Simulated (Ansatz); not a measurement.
# C₄H₆Te: up Jacob's ladder to CCSD(T)

Aim: compute C₄H₆Te with functionals from several rungs and with coupled cluster. The yardstick is the atomisation energy at the CCSD(T) limit.

Computed with Ansatz 0.2.0, Gaussian basis. Level: functionals in def2-TZVPP, the program's frozen cores in correlated methods.

Plan: PBE-D4, r2SCAN-D4, PBE0-D4, B3LYP-D4, ωB97X-V, ωB97M-V, B2PLYP; CCSD(T)/def2-TZVPP; MP2/def2-QZVPP; extrapolation to the limit.

### Step 1. The geometry

All runs share one geometry, relaxed beforehand with PBE0-D4 in a triple-zeta def2 set. Te takes the def2 core potential; no spin-orbit term is included.

SMILES `C=CC(=C)[TeH]`, 11 atoms, charge 0, spin multiplicity 1.

Atoms are counted from 1 here; the program's logs count them from 0.

Bond lengths: C1–C2 1.330 Å, C1–H6 1.084 Å, C1–H7 1.083 Å, C2–C3 1.455 Å, C2–H8 1.090 Å, C3–C4 1.335 Å, C3–Te5 2.116 Å, C4–H9 1.087 Å, C4–H10 1.083 Å, Te5–H11 1.660 Å. Angles: C2–C1–H6 121.7°, C2–C1–H7 120.8°, H6–C1–H7 117.4°, C1–C2–C3 127.2°, C1–C2–H8 118.9°, C3–C2–H8 113.9°, C2–C3–C4 121.5°, C2–C3–Te5 120.8°, C4–C3–Te5 117.6°, C3–C4–H9 120.1°, C3–C4–H10 122.7°, H9–C4–H10 117.2°, C3–Te5–H11 94.3°.

### Step 2. PBE-D4 (GGA)

File in.yaml:

```yaml
crystal:
  periodic: [false, false, false]
  atoms:
    - {symbol: C, position_ang: [-1.727621, 0.456931, 0.340851]}
    - {symbol: C, position_ang: [-0.505983, 0.088199, 0.715530]}
    - {symbol: C, position_ang: [0.669541, -0.048547, -0.130510]}
    - {symbol: C, position_ang: [1.870952, -0.321582, 0.383305]}
    - {symbol: Te, position_ang: [0.551263, 0.293867, -2.215538]}
    - {symbol: H, position_ang: [-1.954540, 0.718881, -0.686598]}
    - {symbol: H, position_ang: [-2.533337, 0.520412, 1.061549]}
    - {symbol: H, position_ang: [-0.326060, -0.151786, 1.763133]}
    - {symbol: H, position_ang: [1.995419, -0.415739, 1.459424]}
    - {symbol: H, position_ang: [2.752387, -0.456346, -0.230480]}
    - {symbol: H, position_ang: [-0.726521, -0.741290, -2.439867]}
basis:
  gaussian: {orbitals: def2-TZVPP}
hamiltonian: {xc: pbe, dispersion: d4}
output: {forces: true, orbitals: {seedname: orbitals}}
```

Launch:

```console
ansatz run in.yaml --threads 4 --pin off --events-out ev --progress --plain --max-ram 10444MiB
```

After this run come: r2SCAN-D4 (meta-GGA); PBE0-D4 (hybrid); B3LYP-D4 (hybrid); ωB97X-V (range-separated); ωB97M-V (range-separated); B2PLYP (double hybrid); CCSD(T) in def2-TZVPP; MP2 in def2-QZVPP.

Before running them: what should the planned runs give, taken together? Wanted: atomisation energy, CCSD(T)/CBS; farthest; mean size of error, hybrid; mean size of error, range-separated; gap, smallest and largest; T1 diagnostic; triples share of the correlation energy.

**Answer**, as computed:

| quantity | value |
| --- | --- |
| atomisation energy, CCSD(T)/CBS | 1035.4 kcal/mol |
| functionals within 10.4 kcal/mol (1.0 %) | r2SCAN-D4, PBE0-D4, B3LYP-D4, ωB97X-V, ωB97M-V |
| farthest | PBE-D4 (+29.6 kcal/mol) |
| mean size of error, hybrid | 4.3 kcal/mol |
| mean size of error, range-separated | 3.9 kcal/mol |
| gap, smallest and largest | 3.04 eV (PBE-D4), 9.30 eV (ωB97X-V) |
| T1 diagnostic | 0.0116 |
| triples share of the correlation energy | 3.9 % |

PBE-D4 is off by +29.6 kcal/mol. Double hybrids carry the basis error of their MP2 part in triple zeta, and no dispersion term here, so their miss is partly the set-up's. Misses under about 10.4 kcal/mol are within the doubt on the reference itself, which lacks core-valence correlation, spin-orbit coupling and higher excitations, and its outer-core shells are covered unevenly. All levels share the lack of spin-orbit coupling, which lowers the free heavy atoms and so the true binding. Hartree-Fock recovers 72 % of the binding; the rest is correlation. Orbital gaps span 3.0 to 9.3 eV; exact exchange widens them. The restricted reference is unstable towards a spin-broken one. Correlated methods include outer-core shells of Te, which these sets cover unevenly.
